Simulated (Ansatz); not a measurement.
# GaCF+ (doublet): wave-function methods side by side, cc-pVDZ

Aim: climb from Hartree-Fock through coupled cluster for GaCF+ (doublet) at one geometry and basis, and see what each rung misses.

Method: cc-pVDZ, core rule «outside noble gas», up to 16 orbitals frozen; program: Ansatz 0.2.0, Gaussian basis.

The runs, in order: UHF; CCSD(T) on ROHF; CCSD(T) on UHF; BCCD(T) on ROHF; CISD as a restricted active space (open shells left free, so some higher excitations enter); CCSDT(Q) on ROHF; CCSDT(Q) on UHF.

17 further runs of the same task are left out: 2 for a known fault of the program, 6 that didn't finish, 9 set aside as unsound or not needed. Runs told in other sessions of the task aren't counted.

### 1 What is computed

The geometry is a PBE0/def2-TZVP stationary point (not a proven minimum) of the parent state, kept for this charge and spin. No spin-orbit coupling is included. The filled d shell of Ga may be among the frozen orbitals whatever the setting's name suggests.

3 atoms, charge 1, spin multiplicity 2.

Atoms are counted from 1 here; the program's logs count them from 0.

Bond lengths: F1–C2 1.285 Å, C2–Ga3 1.971 Å. Angles: F1–C2–Ga3 140.9°.

### 2 UHF

File in.yaml:

```yaml
crystal:
  periodic: [false, false, false]
  atoms:
    - {symbol: F, position_ang: [0.000000, -0.164264, 2.265255]}
    - {symbol: C, position_ang: [0.000000, 0.407076, 1.113784]}
    - {symbol: Ga, position_ang: [0.000000, -0.025365, -0.809110]}
basis:
  gaussian: {orbitals: cc-pVDZ}
total_charge: 1
magnetization: {spin_polarized: true, initial_magnetization: 1}
hamiltonian: {xc: hf}
output: {orbitals: {seedname: orbitals}}
```

Run with:

```
ansatz run in.yaml --threads 1 --pin off --events-out ev --progress --plain --max-ram 2393MiB
```

After this run come: CCSD(T) on ROHF; CCSD(T) on UHF; BCCD(T) on ROHF; CISD as a restricted active space (open shells left free, so some higher excitations enter); CCSDT(Q) on ROHF; CCSDT(Q) on UHF.

Before running them: what should the planned runs give, taken together? Wanted: UCCSDT(Q) from the RHF energy; RMP2 from UCCSDT(Q); UMP2 from UCCSDT(Q); RCCSD from UCCSDT(Q); RCCSD(T) from UCCSDT(Q); UCCSD(T) from UCCSDT(Q); RCCSDT(Q) from UCCSDT(Q); T1 diagnostic.

**Answer**, as computed:

| quantity | value |
| --- | --- |
| UCCSDT(Q) from the ROHF energy | -9.8839 eV |
| RMP2 from UCCSDT(Q) | +1174.1 meV |
| UMP2 from UCCSDT(Q) | +1395.0 meV |
| RCCSD from UCCSDT(Q) | +398.2 meV |
| RCCSD(T) from UCCSDT(Q) | +75.3 meV |
| UCCSD(T) from UCCSDT(Q) | +92.2 meV |
| RCCSDT(Q) from UCCSDT(Q) | +5.9 meV |
| levels within 1 kcal/mol (43 meV) | RCCSDT, UCCSDT, RCCSDT(Q) |
| T1 diagnostic | 0.037 |

RCCSD(T) misses by +75.3 meV, 0.8 % of the correlation energy. Coupled cluster took another determinant than the lowest Hartree-Fock one. These misses are within one basis, not against nature; the frozen cores of restricted and unrestricted runs differ, which can shift their rows.
